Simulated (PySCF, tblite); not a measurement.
# C7H10OSSi: geometry, infrared bands and NMR shifts

What infrared bands and NMR shifts should C7H10OSSi (`CSc1ccccc1O[SiH3]`) show?

Computed with tblite 0.8.0 and PySCF 2.14.0, with density-fitted response routines of our own, on a single molecule in the gas phase. Atoms count from 0, in the outputs and in this text.

### Step 1. Starting geometry

20 atoms, charge 0, multiplicity 1; geometry from: force field or distance geometry start.

Bonds of the start (Å): C0–S1 1.83, S1–C2 1.77, C2–C3 1.39, C3–C4 1.37, C4–C5 1.39, C5–C6 1.38, C6–C7 1.38, C7–O8 1.39, O8–Si9 1.74, C7–C2 1.40, C0–H10 1.11, C0–H11 1.11, C0–H12 1.12, C3–H13 1.09, C4–H14 1.07, C5–H15 1.06, C6–H16 1.08, Si9–H17 1.47, Si9–H18 1.46, Si9–H19 1.47.

### Step 2. Geometry optimisation with GFN2-xTB

Job settings and geometry (Å):

```
{"job": {"kind": "relax", "xc": "GFN2-xTB", "basis": "xTB"}, "charge": 0, "multiplicity": 1}
C      3.255000    -1.426800    -0.070500
S      1.455600    -1.758800    -0.140700
C      0.656900    -0.189200    -0.002500
C      1.341400     1.012900     0.102900
C      0.682100     2.212100     0.214100
C     -0.704700     2.259600     0.183900
C     -1.394000     1.067300     0.065000
C     -0.741400    -0.145100    -0.022900
O     -1.400500    -1.366300    -0.144600
Si    -3.136400    -1.474600    -0.181300
H      3.626500    -1.287000     0.962000
H      3.792000    -2.310400    -0.483600
H      3.458000    -0.515800    -0.689800
H      2.435500     1.038700     0.130800
H      1.254500     3.114700     0.297500
H     -1.245200     3.169800     0.269500
H     -2.467600     1.136900     0.059300
H     -3.725900    -0.384300     0.600700
H     -3.587900    -2.722700     0.430900
H     -3.559100    -1.420100    -1.583700
```

Run with:

```console
$ OMP_NUM_THREADS=1 python probes_run.py task.json out
```

This one command runs all jobs of the session in turn.

**Question.** This job is followed by: GFN2-xTB harmonic vibrations, gas phase; GIAO PBE0/pcSseg-1 NMR shielding, non-relativistic, gas phase. Predict these results of the whole session: strongest single infrared mode (GFN2-xTB); zero-point energy (GFN2-xTB); 13C shifts against TMS (PBE0/pcSseg-1); 1H shifts against TMS (PBE0/pcSseg-1, means over atoms taken as alike); 33S shifts against CS2 (PBE0/pcSseg-1); 17O shifts against H2O (PBE0/pcSseg-1); 29Si shifts against TMS (PBE0/pcSseg-1).

The runs gave:

| quantity | value |
| --- | --- |
| strongest single infrared mode (GFN2-xTB) | 2222 cm⁻¹, 391 km/mol |
| zero-point energy (GFN2-xTB) | 90.4 kcal/mol |
| 13C shifts against TMS (PBE0/pcSseg-1) | 156.8, 139.6, 128.4, 127.1, 126.5, 117.3, 17.7 ppm |
| 1H shifts against TMS (PBE0/pcSseg-1, means over atoms taken as alike) | 7.27, 7.25, 7.01, 6.78, 5.20, 2.32 ppm |
| 33S shifts against CS2 (PBE0/pcSseg-1) | -3 ppm |
| 17O shifts against H2O (PBE0/pcSseg-1) | 94.6 ppm |
| 29Si shifts against TMS (PBE0/pcSseg-1) | -43.6 ppm |

Over 134 steps the energy fell by 0.524 eV; of the close pairs, O8–Si9 changed most, 1.740 to 1.626 Å. All 54 modes are real, so the xTB geometry is a minimum. The strongest single mode, at 2222 cm⁻¹, moves mainly H19 and H17. GFN2-xTB is a fitted tight-binding method: band positions and strengths are rough. Its intensities can rank the bands wrongly. At PBE0/pcSseg-1: Shielding is most anisotropic at S1 (span 331 ppm, paramagnetic term -552 ppm). NICS(1)zz of -26 ppm above the planar ring from C2 marks a diatropic (aromatic) ring current.
